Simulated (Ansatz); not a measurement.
# Sn4SeS3: the cost of one run

Computed with Ansatz 0.2.0 (DFT PBE, scalar-relativistic, plane waves, PAW, unless a step's input says otherwise).

1 further run of the same task is left out (set aside as unsound or not needed).

## 1. The starting structure

Symmetry: I4/mmm, No. 139, tetragonal system. Conventional cell: a = 5.908 Å, b = 5.908 Å, c = 11.805 Å, α = 90.00°, β = 90.00°, γ = 90.00°. Around Sn (site symmetry 4mm) lie 5 S at 2.88 to 2.95 Å and 1 Se at 3.02 Å. Sn (site symmetry mmm) has 4 S at 2.95 Å and 2 Se at 2.95 Å as nearest neighbours. Around Se (site symmetry 4/mmm) lie 6 Sn at 2.95 to 3.02 Å. S (site symmetry 4/mmm) is surrounded by 6 Sn at 2.88 to 2.95 Å. S (site symmetry -4m2) has 6 Sn at 2.95 Å as nearest neighbours.

Structure file:

```cif
data_structure
_symmetry_space_group_name_H-M 'P 1'
_symmetry_Int_Tables_number 1
_cell_length_a 7.2315
_cell_length_b 7.2315
_cell_length_c 7.2315
_cell_angle_alpha 131.777
_cell_angle_beta 131.777
_cell_angle_gamma 70.582
_cell_volume 206.05
loop_
_atom_site_label
_atom_site_type_symbol
_atom_site_fract_x
_atom_site_fract_y
_atom_site_fract_z
_atom_site_occupancy
Sn1 Sn 0.74415 0.74415 0.00000 1
Sn2 Sn 0.25585 0.25585 0.00000 1
Sn3 Sn 0.50000 0.00000 0.50000 1
Sn4 Sn 0.00000 0.50000 0.50000 1
Se1 Se 0.00000 0.00000 0.00000 1
S1 S 0.50000 0.50000 0.00000 1
S2 S 0.25000 0.75000 0.50000 1
S3 S 0.75000 0.25000 0.50000 1
```

It is the end of an earlier relaxation with the same method, from a generated guess; it needn't be the stable form of this composition. At a tolerance of 0.02 Å it has space group I4/mmm (No. 139); it has 25.76 Å³/atom, an uncorrected energy of -0.41 eV/atom over the elements.

## 2. Static run: bands, density of states and charges

input.yaml reads:

```yaml
crystal:
  lattice:
    - [-2.9541903829, 2.9541903829, 5.9025589178]
    - [2.9541903829, -2.9541903829, 5.9025589178]
    - [2.9541903829, 2.9541903829, -5.9025589178]
  atoms:
    - { symbol: Sn, position: [0.7441524786, 0.7441524786, 0.0] }
    - { symbol: Sn, position: [0.2558475214, 0.2558475214, 0.0] }
    - { symbol: Sn, position: [0.5, 0.0, 0.5] }
    - { symbol: Sn, position: [0.0, 0.5, 0.5] }
    - { symbol: Se, position: [0.0, 0.0, 0.0] }
    - { symbol: S, position: [0.5, 0.5, 0.0] }
    - { symbol: S, position: [0.25, 0.75, 0.5] }
    - { symbol: S, position: [0.75, 0.25, 0.5] }
basis:
  ecutwfc: 420
kpoints:
  mp_grid: { grid: [8, 8, 8] }
  band_path:
    path:
      - [[0.0, 0.0, 0.0], [0.0, 0.0, 0.5], [0.25, 0.25, 0.25], [0.0, 0.5, 0.0], [0.0, 0.0, 0.0], [0.5, 0.5, -0.5], [0.31262335, 0.68737665, -0.31262335]]
      - [[-0.31262335, 0.31262335, 0.31262335], [0.0, 0.0, 0.0]]
      - [[0.0, 0.0, 0.5], [-0.1252467, 0.1252467, 0.5]]
      - [[0.5, 0.5, -0.1252467], [0.5, 0.5, -0.5]]
    npoints: 14
hamiltonian:
  xc: pbe
scf:
  occupations: { method: gaussian, width: 0.02 }
  n_extra_bands: 20
output:
  forces: true
  stress: true
  eigenvalues: true
  populations: true
  dos: { projected: true, de: 0.02, nscf_kmesh: { grid: [10, 10, 10] } }
  bader: true
  write_density: true
  write_potential: true
  elf: true
  volumetric_format: npy
```

Run with:

```
ansatz run input.yaml --threads 1 --pin off --max-ram 2560MiB --backend cpu --events-out ev --progress --plain --runs-dir out
```

Q: Estimate wall time and peak memory on 1 thread of Intel Xeon 6975P-C (Granite Rapids), shared host.

About 99 s, with a peak of 1.3 GiB.
